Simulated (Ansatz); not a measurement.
Runs of Ansatz 0.2.0 on CsLiCr2Te2S3. It takes space group Pm (No. 6, monoclinic). The conventional cell has a = 7.057 Å, b = 3.981 Å, c = 9.084 Å, α = 90.00°, β = 107.12°, γ = 90.00°. Around Cs (site symmetry m) lie 3 S at 3.44 to 3.50 Å and 1 Te at 3.93 Å. Around Li (site symmetry m) lie 3 S at 2.21 to 2.30 Å. Around Cr (site symmetry m) lie 5 S at 2.47 to 2.63 Å and 1 Te at 2.79 Å and 2 Li at 2.81 Å. Cr (site symmetry m) has 2 S at 2.34 to 2.50 Å as nearest neighbours. Around Te (site symmetry m) lie 3 Cr at 2.76 to 2.79 Å. Around Te (site symmetry m) lie 1 S at 2.48 Å and 2 Cr at 2.80 Å. S (site symmetry m) is surrounded by 2 Li at 2.21 Å and 1 Te at 2.48 Å and 1 Cr at 2.51 Å. S (site symmetry m) is surrounded by 3 Cr at 2.34 to 2.47 Å and 1 Li at 2.63 Å. The cell was built by a generator and needn't be a form met in nature.

```tsv
task	potentials or basis	spin	cell	k mesh	cutoff (eV)	target pressure (GPa)	points for each segment of the path	temperature	mesh quality	gap on the mesh (eV)	pressure (GPa)	moment (μB)	largest force (eV/Å)
single point	Ansatz NC with PseudoDojo standard (PBE files)	collinear, ferromagnetic start	as given	4 × 7 × 3	1279	-	-	-	not flagged	(a)	0.0	6.00	0.01
relaxation of cell and atoms	Ansatz PAW	collinear, ferromagnetic start	relaxed to 10 GPa	3 × 5 × 3	420	10	-	-	not flagged	none	10.0	(c)	0.01
single point	Ansatz PAW earlier set	collinear, ferromagnetic start	as given	4 × 7 × 3	1070	-	-	-	not flagged	0.48	0.0	6.00	0.01
band structure	Ansatz PAW	non-collinear, ferromagnetic start, SOC	as given	3 × 5 × 3	420	-	10	-	not flagged	0.58	0.1	6.01	(b)
single point	JTH PAW	collinear, ferromagnetic start	as given	4 × 7 × 3	1230	-	-	-	not flagged	0.47	0.3	6.00	0.09
relaxation of cell and atoms	Ansatz PAW	collinear, ferromagnetic start	relaxed to 20 GPa	3 × 5 × 3	420	20	-	-	not flagged	none	20.0	0.18	0.01
```

Alike in all rows: level PBE; smearing fermi-dirac 0.05 eV.

Q: Fill in the values left out.

A: (a) 0.46; (b) 0.05; (c) 5.90.

Caveats: odd divisions of the mesh miss points on the zone boundary, where band edges often lie, so the gap on the mesh can be too wide (some runs); spin-orbit coupling is left out, which moves the levels of the heavy elements (some runs); the plane-wave basis is chosen anew once the cell has moved, so the energies of steps on either side of that aren't comparable (some runs); the k mesh misses the band edges, so the gap on the mesh is wider than the one along the path (some runs); the thresholds are loose for stress (some runs); the starting moments weren't kept (some runs).

A k mesh can miss the band edges, and rows without SOC leave out spin-orbit coupling on Cs, Te.

A gap of «none» marks a metal or a gap under the smearing width.

The runs don't all hold the same shells in valence.
